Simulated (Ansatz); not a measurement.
Crystal: ScTaN.

```
Ta Sc N
1.0
     3.08507    0.00000    0.00000
    -1.54253    2.67175    0.00000
     0.00000    0.00000   10.34014
Ta Sc N
2 2 2
Direct
  0.33333 0.66667 0.24563
  0.66667 0.33333 0.75437
  0.00000 0.00000 0.00000
  0.00000 0.00000 0.50000
  0.33333 0.66667 0.62984
  0.66667 0.33333 0.37016
```

The cell comes from a database or a generator and needn't be the stable form of this composition.

Base run:

```yaml
Program: Ansatz 0.2.0
Functional: r2SCAN
Potentials_or_basis: Ansatz PAW
Cutoff: 500 eV
Density_cutoff: 2000 eV
k_mesh: 10 × 10 × 3
Occupations: fermi-dirac, width 0.05 eV
Spin: spin-orbit coupling, no magnetisation
```

Its results: band gap on the k mesh none (metal or under the smearing width); pressure -2.7 GPa; largest force 0.121 eV/Å.

Q: After a change of settings the same cell gave: band gap on the k mesh none (metal or under the smearing width); pressure -6.8 GPa; largest force 0.333 eV/Å. Which change was it?
A. functional from r2SCAN to LDA; cutoff from 500 eV to 420 eV; density cutoff from 2000 eV to 1680 eV; spin from spin-orbit coupling, no magnetisation to no spin polarisation; potential files from those of the base run to others of the same set
B. spin from spin-orbit coupling, no magnetisation to no spin polarisation; potential files from those of the base run to others of the same set
C. functional from r2SCAN to PBE; cutoff from 500 eV to 420 eV; density cutoff from 2000 eV to 1680 eV; spin from spin-orbit coupling, no magnetisation to no spin polarisation; potential files from those of the base run to others of the same set
D. functional from r2SCAN to PBEsol; cutoff from 500 eV to 420 eV; density cutoff from 2000 eV to 1680 eV

A: D.

Caveats: the PAW data sets come from PBE, with cores solved anew for the run's functional, which leaves a small shift of forces and pressure.

Not every run made on this cell is shown here.
